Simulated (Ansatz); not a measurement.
# C started on an Al site in zincblende AlP, 16 atoms, charge +1

Aim: a base single point, then the same cell under other settings, to see what each one moves.

Program: Ansatz 0.2.0, PAW, plane waves. These are calculated values, not measurements.

### Step 1. The system as built

16 atoms (7 Al, 8 P, 1 C); a = 10.940 Å, b = 5.470 Å, c = 5.470 Å, α = 90.00°, β = 90.00°, γ = 90.00°. All atoms were shaken off their sites by about 0.10 Å along each axis. Defect site 1: (0.500, 0.500, 0.500).

### Step 2. Single point with PBEsol

Contents of in.yaml:

```yaml
crystal:
  lattice:
    - [10.940000, 0.000000, 0.000000]
    - [0.000000, 5.470000, 0.000000]
    - [0.000000, 0.000000, 5.470000]
  atoms:
    - { symbol: Al, position: [0.001670, 0.015260, 0.008013] }
    - { symbol: Al, position: [0.496872, 0.961800, 0.999490] }
    - { symbol: Al, position: [0.245764, 0.497639, 0.979348] }
    - { symbol: Al, position: [0.742063, 0.513384, 0.967394] }
    - { symbol: Al, position: [0.242757, 0.008121, 0.482318] }
    - { symbol: Al, position: [0.754211, 0.002947, 0.496769] }
    - { symbol: Al, position: [0.000271, 0.504266, 0.483237] }
    - { symbol: P, position: [0.111602, 0.256124, 0.238646] }
    - { symbol: P, position: [0.630616, 0.244943, 0.258519] }
    - { symbol: P, position: [0.386179, 0.736126, 0.251971] }
    - { symbol: P, position: [0.868821, 0.735842, 0.260183] }
    - { symbol: P, position: [0.371490, 0.244685, 0.784556] }
    - { symbol: P, position: [0.867782, 0.274666, 0.757293] }
    - { symbol: P, position: [0.118138, 0.746886, 0.746691] }
    - { symbol: P, position: [0.634629, 0.743583, 0.724099] }
    - { symbol: C, position: [0.495557, 0.505207, 0.496708] }
kpoints:
  mp_grid: { grid: [2, 2, 2], shift: [0.5, 0.5, 0.5] }
hamiltonian:
  xc: pbesol
total_charge: 1
scf:
  occupations: { method: fermi_dirac, width: 0.01 }
output:
  forces: true
  eigenvalues: true
  populations: true
  charged_corrections: { epsilon: 9.8 }
```

Started as:

```bash
$ ansatz run in.yaml --threads 8 --pin off --max-ram 13300MiB --runs-dir r --events-out ev --progress --plain
```

The log of the run:

```text
Pseudopotentials: kind: paw
Functional definition: PBEsol
  exchange = pbesol_x
  correlation = pbesol_c
Crystal: 16 atoms, lattice volume = 327.335 Å³
Basis set: ecut = 420 eV, 6409 PW (Γ), exchange–correlation on 150×80×80 points (8 copies of the dense FFT grid, shifted against one another)
Bands: 48, of which v1, the nominal top of the filled ones, is band 32 counted from 1 (31 counted from 0)
Symmetry: 1 space group operations
Space group: P1 (ITA 1), of the structure as read, at distance tolerance 6.9e-5 Å
k-points: 4 of 8 (time reversal used)
Non-local potential: Al, projectors of the file, l = 0: 2, l = 1: 2, l = 2: 1
Non-local potential: P, projectors of the file, l = 0: 2, l = 1: 2, l = 2: 2
Non-local potential: C, projectors of the file, l = 0: 2, l = 1: 2, l = 2: 1
PAW form: soft (Blöchl's): semilocal exchange-correlation on the pseudo side does not see the compensation charge
PAW frozen core: Al, regenerated for the run's functional, and the local potential with it (the file was generated under x = pbe(κ = 0.804, μ = 0.2195149727645171), c = pbe(β = 0.06672455060314922))
PAW frozen core: P, regenerated for the run's functional, and the local potential with it (the file was generated under x = pbe(κ = 0.804, μ = 0.2195149727645171), c = pbe(β = 0.06672455060314922))
PAW frozen core: C, regenerated for the run's functional, and the local potential with it (the file was generated under x = pbe(κ = 0.804, μ = 0.2195149727645171), c = pbe(β = 0.06672455060314922))
PAW one-centre angular grid: Al, 110 points (default); XC on 64 Gauss nodes
PAW one-centre angular grid: P, 110 points (default); XC on 64 Gauss nodes
PAW one-centre angular grid: C, 110 points (default); XC on 64 Gauss nodes
Initial density: superposition of atomic densities (neutral atoms scaled as one to the charged cell's electrons: chi_scale 0, normalization atom), corrected by the library's trained network
Initial wavefunctions: pseudopotential atomic-orbital guess
Functional: x = pbesol(κ = 0.804, μ = 0.12345679012345678), c = pbesol(β = 0.046)
SCF iter   1: F=—  HF=-9845.089518 eV  |F-HF|=—  |Δ(HF+E_count)|=         —  Δρ=4.55e-3  dr2=1.92e-1  ethr=1.77e-3  ⟨swp⟩=8.2  Hψ=1061  notcnv=0  defer=22
preconditioner: auto → Resta (q_TF=auto, 2.079 Å⁻¹)  ε∞=5.1  [insulator: Δε(μ)=0.564 eV  Ē_g=8.082 eV  σ=0.010 eV  W_gap=1.00  n_scr=54 (ndim 8)  ℏωp=16.4 eV  f_vac=0.000  D(μ)=0.00/eV (n_scr^D=0)  ε∞_Penn≈5.1]
SCF iter   2: F=—  HF=-9845.063217 eV  |F-HF|=—  |Δ(HF+E_count)|=   2.63e-2  Δρ=2.46e-3  dr2=4.55e-2  ethr=3.00e-4  ⟨swp⟩=2.2  Hψ=247  notcnv=0  defer=32
SCF iter   3: F=—  HF=-9845.054211 eV  |F-HF|=—  |Δ(HF+E_count)|=   9.01e-3  Δρ=4.28e-4  dr2=8.73e-4  ethr=7.11e-5  ⟨swp⟩=3.2  Hψ=288  notcnv=0  defer=36
SCF iter   4: F=—  HF=-9845.054172 eV  |F-HF|=—  |Δ(HF+E_count)|=   3.94e-5  Δρ=1.14e-4  dr2=9.52e-5  ethr=1.36e-6  ⟨swp⟩=3.0  Hψ=365  notcnv=0  defer=36
SCF iter   5: F=—  HF=-9845.054077 eV  |F-HF|=—  |Δ(HF+E_count)|=   9.52e-5  Δρ=3.07e-5  dr2=4.28e-6  ethr=1.49e-7  ⟨swp⟩=2.8  Hψ=279  notcnv=0  defer=36
SCF iter   6: F=—  HF=-9845.054079 eV  |F-HF|=—  |Δ(HF+E_count)|=   1.97e-6  Δρ=5.81e-6  dr2=1.58e-7  ethr=6.69e-9  ⟨swp⟩=2.8  Hψ=277  notcnv=0  defer=36
SCF iter   7: F=-9845.054079 eV  HF=-9845.054079 eV  |F-HF|=4.13e-9  |Δ(HF+E_count)|=   1.20e-7  Δρ=1.42e-6  dr2=1.18e-8  ethr=1.56e-10  ⟨swp⟩=18.5  Hψ=1183  notcnv=0
SCF 1 converged in 7 iterations: F = -9845.054079 eV  dr2 = 1.18e-8
SCF converged after 7 iterations
Free energy (F): -9845.054079 eV
Harris-Foulkes:  -9845.054079 eV  (|F-HF|=4.13e-9)
Internal energy: -9845.054079 eV  (E = F + TS)
E sigma→0 (E₀):  -9845.054079 eV
Fermi energy:    4.838226 eV
--- Per-component energies (eV) ---
  E_band       = 3.665683
  E_kinetic    = 779.953315
  E_local      = -780.577350  (includes V_loc(G=0)·N_el)
  E_nonlocal   = 371.549578
  E_hartree    = 225.335051
  E_xc         = -794.281950
  E_vxc        = -726.408495  (∫ρ·V_xc dr)
  E_paw        = -7710.317572  (= ΣΔE_a)
  E_vpaw       = -91.521334  (= ΣTr[D̂ρ^β])
  E_aug_tail   = 0.000009  (compensation charges beyond the density's cutoff)
  E_ewald      = -1937.239002
  E_core_change = 0.523842  (= ΣΔE_core)
  E_smearing   = -0.000000  (= −TS)
  E_closure    = 0.000000  (closes the sum)
  E_deformation_potential = 11.655884  (in the stress; not in F)
  Σ components = -9845.054079   (vs F -9845.054079, Δ=0.00e0)
--- Forces (eV/Å), atoms counted from 1 ---
  atom   1  Al    -1.97917520    -1.47394818    -1.09309553
  atom   2  Al     1.97060393     1.40667056    -0.51098845
  atom   3  Al    -0.42984310     0.78422389     1.39689201
  atom   4  Al     0.43936176    -0.77232129     2.73482089
  atom   5  Al     0.58387143    -0.22475076     0.72788399
  atom   6  Al     0.67471214     0.53930784     0.26235083
  atom   7  Al    -0.73295594    -0.10929882     1.19369222
  atom   8  P      2.26701948     0.41979072     0.40588955
  atom   9  P     -2.13252948     1.38854846    -0.46158677
  atom  10  P     -0.76691496    -2.01311402     2.28563756
  atom  11  P      0.01442265     1.08194017    -1.64973852
  atom  12  P      1.02033334    -0.20960706    -2.91893254
  atom  13  P      1.36526394    -1.69953848    -0.69206761
  atom  14  P      0.50390871     0.87295268    -0.17632321
  atom  15  P     -3.70433918     0.05191523    -1.27603083
  atom  16  C      0.90627170    -0.04278608    -0.22840020
  max |Σ_I F_I| component: 1.51e-5 eV/Å
--- Charged-cell corrections in eV (Makov–Payne, q = +1.000 e, ε = 9.800) ---
  F (periodic)     = -9845.054079  (uncorrected; the corrections below are reported, never added to it)
  E_corr1          = +0.242543  (monopole, q²α_M/2εL)
  F Makov-Payne    = -9844.811536  (F + E_corr1; no measured alignment; for a localised charge, not one spread in a band: unchecked)
--- Band table (eV) ---
  k-point 0: bands = ["-6.7628", "-6.1405", "-5.5166", "-5.2018", "-5.0100", "-4.9704", "-4.6623", "-4.4874", "-3.1273", "-0.5380", "-0.4014", "-0.0823", "-0.0230", "0.1543", "0.7068", "1.3349", "1.7029", "1.8439", "1.9659", "2.1082", "2.2441", "2.4461", "2.6138", "2.7080", "2.8527", "3.0549", "3.2675", "3.3817", "3.7049", "3.8583", "4.2251", "4.6205", "5.0519", "6.6727", "6.8222", "7.2935", "7.5004", "7.6745", "7.8255", "8.0547", "8.2066", "8.4677", "8.9516", "9.0867", "9.1993", "9.6281", "9.8006", "9.9052"]
  k-point 1: bands = ["-6.7404", "-6.1209", "-5.6306", "-5.2405", "-5.0086", "-4.9095", "-4.6262", "-4.5013", "-3.0243", "-0.5786", "-0.3350", "-0.2262", "0.0664", "0.1371", "0.6285", "1.3422", "1.4717", "1.8012", "1.9779", "2.1359", "2.2519", "2.4681", "2.6423", "2.7425", "2.8995", "3.0941", "3.2087", "3.4252", "3.8064", "3.9180", "4.1655", "4.5674", "5.4305", "6.5562", "6.9529", "7.1850", "7.4387", "7.6741", "7.9527", "8.0158", "8.2169", "8.3486", "8.6787", "8.9648", "9.2512", "9.6533", "9.7551", "9.9151"]
  k-point 2: bands = ["-6.7336", "-6.1640", "-5.4998", "-5.3495", "-4.9957", "-4.9022", "-4.6212", "-4.5202", "-3.0147", "-0.5377", "-0.3674", "-0.1994", "-0.0497", "0.1690", "0.8373", "1.1627", "1.4772", "1.7693", "1.9251", "2.0509", "2.1467", "2.6179", "2.7535", "2.8954", "2.9723", "3.0464", "3.1359", "3.4050", "3.7960", "4.0057", "4.0399", "4.5501", "5.4282", "6.6089", "7.0159", "7.2171", "7.3857", "7.6676", "7.8431", "8.0051", "8.1600", "8.3001", "8.6636", "8.9783", "9.1855", "9.6169", "9.7975", "9.8807"]
  k-point 3: bands = ["-6.7644", "-6.1187", "-5.6113", "-5.0999", "-5.0135", "-4.9321", "-4.6636", "-4.5568", "-3.1214", "-0.5189", "-0.3510", "-0.1303", "0.0041", "0.0443", "0.8784", "1.3160", "1.6131", "1.8072", "1.9282", "2.0957", "2.1658", "2.3497", "2.6688", "2.8658", "2.9815", "3.1177", "3.2161", "3.3834", "3.6953", "3.8884", "4.0923", "4.6210", "5.0620", "6.6885", "6.8555", "7.3548", "7.4917", "7.6852", "7.7979", "8.0037", "8.2069", "8.3692", "8.9283", "9.0351", "9.1602", "9.5769", "9.8285", "9.9134"]
--- Löwdin populations: 16 sites ---
  site symbol       q [e]
     0     Al      2.5718
     1     Al      2.6103
     2     Al      2.5897
     3     Al      2.5839
     4     Al      2.5845
     5     Al      2.6059
     6     Al      2.5498
     7      P      5.2855
     8      P      5.0087
     9      P      4.9707
    10      P      5.2671
    11      P      5.0231
    12      P      5.2780
    13      P      5.2680
    14      P      5.0187
    15      C      4.3027
  spilling = 0.007528 (of n_electrons = 64.000000)
```

It took 1.2 s on 8 threads of Intel Xeon Platinum 8488C, shared host; peak memory 0.71 GiB.

At a 2×2×2 mesh the filled levels end at 4.621 eV and the empty ones begin at 5.052 eV, a spacing of 0.43 eV.

### Step 3. Variant: mixer broyden, density cutoff ratio 8

in.yaml, as its differences from that of step 2:

```diff
@@ -24,2 +24,3 @@
   mp_grid: { grid: [2, 2, 2], shift: [0.5, 0.5, 0.5] }
+basis: { ecutrho_ratio: 8 }
 hamiltonian:
@@ -29,2 +30,4 @@
   occupations: { method: fermi_dirac, width: 0.01 }
+  max_iter: 70
+  mixing: { algorithm: broyden }
 output:
@@ -32,3 +35,2 @@
   eigenvalues: true
-  populations: true
-  charged_corrections: { epsilon: 9.8 }
+  stress: true
```

Started as:

```bash
$ ansatz run in.yaml --threads 8 --pin off --max-ram 13300MiB --runs-dir r --events-out ev --progress --plain
```

The log of the run, cut to the lines that bear on the results:

```text
[... 2 set-up lines as earlier in the session ...]
[...]
Crystal: 16 atoms, lattice volume = 327.335 Å³
Basis set: ecut = 420 eV, 6409 PW (Γ), exchange–correlation on 216×108×108 points (8 copies of the dense FFT grid, shifted against one another)
Bands: 48, of which v1, the nominal top of the filled ones, is band 32 counted from 1 (31 counted from 0)
[... 2 set-up lines as earlier in the session ...]
k-points: 4 of 8 (time reversal used)
[...]
SCF iter   1: F=—  HF=-9845.089568 eV  |F-HF|=—  |Δ(HF+E_count)|=         —  Δρ=4.55e-3  dr2=1.92e-1  ethr=1.77e-3  ⟨swp⟩=8.2  Hψ=1061  notcnv=0  defer=22
[...]
SCF iter   9: F=-9845.054081 eV  HF=-9845.054081 eV  |F-HF|=1.04e-8  |Δ(HF+E_count)|=   3.95e-8  Δρ=2.51e-6  dr2=2.39e-8  ethr=1.56e-10  ⟨swp⟩=11.8  Hψ=757  notcnv=0
[...]
SCF converged after 9 iterations
[...]
Free energy (F): -9845.054081 eV
[...]
E sigma→0 (E₀):  -9845.054081 eV
Fermi energy:    4.838230 eV
[...]
--- Forces (eV/Å), atoms counted from 1 ---
  atom   1  Al    -1.97917917    -1.47395201    -1.09309856
  atom   2  Al     1.97060677     1.40667388    -0.51099151
  atom   3  Al    -0.42982931     0.78422395     1.39689028
  atom   4  Al     0.43934768    -0.77231878     2.73482129
  atom   5  Al     0.58387631    -0.22475115     0.72788638
  atom   6  Al     0.67470581     0.53931343     0.26234736
  atom   7  Al    -0.73294898    -0.10929746     1.19369460
  atom   8  P      2.26699778     0.41979699     0.40590523
[...]
--- Stress (GPa, compression-positive) ---
       -2.485457      -1.710764      -0.465945
       -1.710763      -0.459237      -0.008981
       -0.465942      -0.008971      -1.138252
  P = ⅓ Tr σ = -1.3610 GPa (-13.610 kbar)
--- Band table (eV) ---
[...]
```

Wall time 1.4 s (8 threads of Intel Xeon Platinum 8488C, shared host); peak memory 0.86 GiB.

Compared with the base run, energy 0.0 meV/atom; forces by 0.000 eV/Å rms; frontier spacing 0.43 eV (base 0.43).

### Step 4. Variant: k points 3×3×3, smearing width 0.5 eV

in.yaml, as its differences from that of step 3:

```diff
@@ -23,4 +23,3 @@
 kpoints:
-  mp_grid: { grid: [2, 2, 2], shift: [0.5, 0.5, 0.5] }
-basis: { ecutrho_ratio: 8 }
+  mp_grid: { grid: [3, 3, 3] }
 hamiltonian:
@@ -29,5 +28,4 @@
 scf:
-  occupations: { method: fermi_dirac, width: 0.01 }
-  max_iter: 70
-  mixing: { algorithm: broyden }
+  occupations: { method: fermi_dirac, width: 0.5 }
+  max_iter: 50
 output:
```

Started as:

```bash
$ ansatz run in.yaml --threads 8 --pin off --max-ram 13300MiB --runs-dir r --events-out ev --progress --plain
```

The log of the run, cut to the lines that bear on the results:

```text
band count auto-derived: 60 (N_el = 64.0; filled up to band 32; 48 by the electrons, moments and atoms)
[... 2 set-up lines as earlier in the session ...]
[...]
Crystal: 16 atoms, lattice volume = 327.335 Å³
Basis set: ecut = 420 eV, 6409 PW (Γ), exchange–correlation on 150×80×80 points (8 copies of the dense FFT grid, shifted against one another)
Bands: 60, of which v1, the nominal top of the filled ones, is band 32 counted from 1 (31 counted from 0)
[... 2 set-up lines as earlier in the session ...]
k-points: 14 of 27 (time reversal used)
[...]
SCF iter   1: F=—  HF=-9846.512226 eV  |F-HF|=—  |Δ(HF+E_count)|=         —  Δρ=4.38e-3  dr2=1.86e-1  ethr=1.77e-3  ⟨swp⟩=10.7  Hψ=5365  notcnv=0
[...]
SCF iter   8: F=-9846.487820 eV  HF=-9846.487820 eV  |F-HF|=4.41e-9  |Δ(HF+E_count)|=   6.80e-8  Δρ=1.84e-6  dr2=2.34e-8  ethr=1.56e-10  ⟨swp⟩=11.9  Hψ=4094  notcnv=0
[...]
SCF converged after 8 iterations
Free energy (F): -9846.487820 eV
[...]
E sigma→0 (E₀):  -9844.988832 eV
Entropy (-TS):   -2.997975 eV (-187.373 meV/atom)
Fermi energy:    5.164710 eV
[...]
--- Forces (eV/Å), atoms counted from 1 ---
  atom   1  Al    -1.78015544    -1.42919485    -1.12203225
  atom   2  Al     1.59969997     1.35070693    -0.63888165
  atom   3  Al    -0.27152226     0.71528364     1.30698078
  atom   4  Al     0.21185453    -0.68456562     2.59129879
  atom   5  Al     0.70334525    -0.22677651     0.63233164
  atom   6  Al     0.47757872     0.48462042     0.28512745
  atom   7  Al    -0.57313500    -0.10652103     1.16686812
  atom   8  P      2.07136212     0.49693040     0.51524699
[...]
--- Stress (GPa, compression-positive) ---
       -0.850392      -1.777604      -0.453812
       -1.777604      -0.210391      -0.170953
       -0.453810      -0.170946      -0.809065
  P = ⅓ Tr σ = -0.6233 GPa (-6.233 kbar)
--- Band table (eV; the first three rows and the last of 14) ---
[...]
```

Wall time 3.1 s (8 threads of Intel Xeon Platinum 8488C, shared host); peak memory 1.1 GiB.

Against the first run: energy +4.1 meV/atom; forces by 0.168 eV/Å rms. These settings are too loose to trust, converged or not.

### Step 5. Variant: dispersion D4

in.yaml, as its differences from that of step 4:

```diff
@@ -23,9 +23,10 @@
 kpoints:
-  mp_grid: { grid: [3, 3, 3] }
+  mp_grid: { grid: [2, 2, 2], shift: [0.5, 0.5, 0.5] }
 hamiltonian:
   xc: pbesol
+  dispersion: d4
 total_charge: 1
 scf:
-  occupations: { method: fermi_dirac, width: 0.5 }
-  max_iter: 50
+  occupations: { method: fermi_dirac, width: 0.01 }
+  max_iter: 70
 output:
```

Started as:

```bash
$ ansatz run in.yaml --threads 8 --pin off --max-ram 13300MiB --runs-dir r --events-out ev --progress --plain
```

The log of the run, cut to the lines that bear on the results:

```text
[... 2 set-up lines as earlier in the session ...]
[...]
Crystal: 16 atoms, lattice volume = 327.335 Å³
Basis set: ecut = 420 eV, 6409 PW (Γ), exchange–correlation on 150×80×80 points (8 copies of the dense FFT grid, shifted against one another)
Bands: 48, of which v1, the nominal top of the filled ones, is band 32 counted from 1 (31 counted from 0)
[... 2 set-up lines as earlier in the session ...]
k-points: 4 of 8 (time reversal used)
[...]
SCF iter   1: F=—  HF=-9847.864605 eV  |F-HF|=—  |Δ(HF+E_count)|=         —  Δρ=4.55e-3  dr2=1.92e-1  ethr=1.77e-3  ⟨swp⟩=8.2  Hψ=1061  notcnv=0  defer=22
[...]
SCF iter   7: F=-9847.829166 eV  HF=-9847.829166 eV  |F-HF|=3.15e-9  |Δ(HF+E_count)|=   9.94e-8  Δρ=1.38e-6  dr2=1.15e-8  ethr=1.56e-10  ⟨swp⟩=12.2  Hψ=813  notcnv=0
[...]
SCF converged after 7 iterations
Free energy (F): -9847.829166 eV
[...]
E sigma→0 (E₀):  -9847.829166 eV
Fermi energy:    4.838225 eV
[...]
--- Forces (eV/Å), atoms counted from 1 ---
  atom   1  Al    -1.98020766    -1.47373596    -1.09251427
  atom   2  Al     1.97136828     1.40728440    -0.51060813
  atom   3  Al    -0.42981037     0.78376181     1.39654423
  atom   4  Al     0.44004170    -0.77297526     2.73415896
  atom   5  Al     0.58334433    -0.22495346     0.72842604
  atom   6  Al     0.67470798     0.53950981     0.26226279
  atom   7  Al    -0.73346312    -0.10885918     1.19357683
  atom   8  P      2.26433672     0.41908901     0.40709198
[...]
--- Stress (GPa, compression-positive) ---
       -3.702991      -1.701289      -0.475665
       -1.701288      -1.680854      -0.007175
       -0.475662      -0.007165      -2.360066
  P = ⅓ Tr σ = -2.5813 GPa (-25.813 kbar)
--- Band table (eV) ---
[...]
```

Run time: 1 s. Hardware: 8 threads of Intel Xeon Platinum 8488C, shared host; peak memory 0.69 GiB.

Against the first run: forces by 0.009 eV/Å rms; frontier spacing 0.43 eV (base 0.43). Total energies of different functionals, charges or dispersion terms don't compare.

### Step 6. Variant: mixer broyden, density threshold 1e-12 eV

in.yaml, as its differences from that of step 5:

```diff
@@ -26,3 +26,2 @@
   xc: pbesol
-  dispersion: d4
 total_charge: 1
@@ -30,3 +29,5 @@
   occupations: { method: fermi_dirac, width: 0.01 }
-  max_iter: 70
+  max_iter: 80
+  convergence: { dr2_threshold: 1e-12 }
+  mixing: { algorithm: broyden }
 output:
```

Started as:

```bash
$ ansatz run in.yaml --threads 8 --pin off --max-ram 13300MiB --runs-dir r --events-out ev --progress --plain
```

The log of the run, cut to the lines that bear on the results:

```text
[... 2 set-up lines as earlier in the session ...]
[...]
Crystal: 16 atoms, lattice volume = 327.335 Å³
Basis set: ecut = 420 eV, 6409 PW (Γ), exchange–correlation on 150×80×80 points (8 copies of the dense FFT grid, shifted against one another)
Bands: 48, of which v1, the nominal top of the filled ones, is band 32 counted from 1 (31 counted from 0)
[... 2 set-up lines as earlier in the session ...]
k-points: 4 of 8 (time reversal used)
[...]
SCF iter   1: F=—  HF=-9845.089520 eV  |F-HF|=—  |Δ(HF+E_count)|=         —  Δρ=4.55e-3  dr2=1.92e-1  ethr=1.77e-3  ⟨swp⟩=8.2  Hψ=1061  notcnv=0  defer=22
[...]
SCF iter  14: F=-9845.054079 eV  HF=-9845.054079 eV  |F-HF|=0.00e0  |Δ(HF+E_count)|=  1.82e-12  Δρ=8.64e-9  dr2=2.86e-13  ethr=1.00e-12  ⟨swp⟩=12.8  Hψ=880  notcnv=0
[...]
SCF converged after 14 iterations
[...]
Free energy (F): -9845.054079 eV
[...]
E sigma→0 (E₀):  -9845.054079 eV
Fermi energy:    4.838222 eV
[...]
--- Forces (eV/Å), atoms counted from 1 ---
  atom   1  Al    -1.97917640    -1.47395372    -1.09309946
  atom   2  Al     1.97060483     1.40667618    -0.51098974
  atom   3  Al    -0.42983936     0.78422666     1.39689824
  atom   4  Al     0.43935372    -0.77231993     2.73482810
  atom   5  Al     0.58387624    -0.22475238     0.72788411
  atom   6  Al     0.67470895     0.53931036     0.26235029
  atom   7  Al    -0.73294984    -0.10929764     1.19369581
  atom   8  P      2.26700825     0.41978895     0.40588939
[...]
--- Stress (GPa, compression-positive) ---
       -2.485517      -1.710806      -0.465933
       -1.710805      -0.459189      -0.008950
       -0.465930      -0.008940      -1.138187
  P = ⅓ Tr σ = -1.3610 GPa (-13.610 kbar)
--- Band table (eV) ---
[...]
```

It took 1.3 s on 8 threads of Intel Xeon Platinum 8488C, shared host; peak memory 0.69 GiB.

Compared with the base run, energy 0.0 meV/atom; forces by 0.000 eV/Å rms; frontier spacing 0.43 eV (base 0.43).

### Step 7. Summary of results

| settings | status | cycles | time | energy from base (meV/atom) | forces from base (eV/Å rms) | filled to empty level on the mesh (eV) |
| --- | --- | --- | --- | --- | --- | --- |
| base | converged | 7 | 1.2 s (8 CPU threads) | 0 | 0 | 0.43 |
| mixer broyden, density cutoff ratio 8 | converged | 9 | 1.4 s (8 CPU threads) | 0.0 | 0.000 | 0.43 |
| k points 3×3×3, smearing width 0.5 eV | converged, settings too loose | 8 | 3.1 s (8 CPU threads) | +4.1 | 0.168 | - |
| dispersion D4 | converged | 7 | 1 s (8 CPU threads) | - | 0.009 | 0.43 |
| mixer broyden, density threshold 1e-12 eV | converged | 14 | 1.3 s (8 CPU threads) | 0.0 | 0.000 | 0.43 |

Among these variants the forces move most with k points 3×3×3, smearing width 0.5 eV (0.168 eV/Å rms).
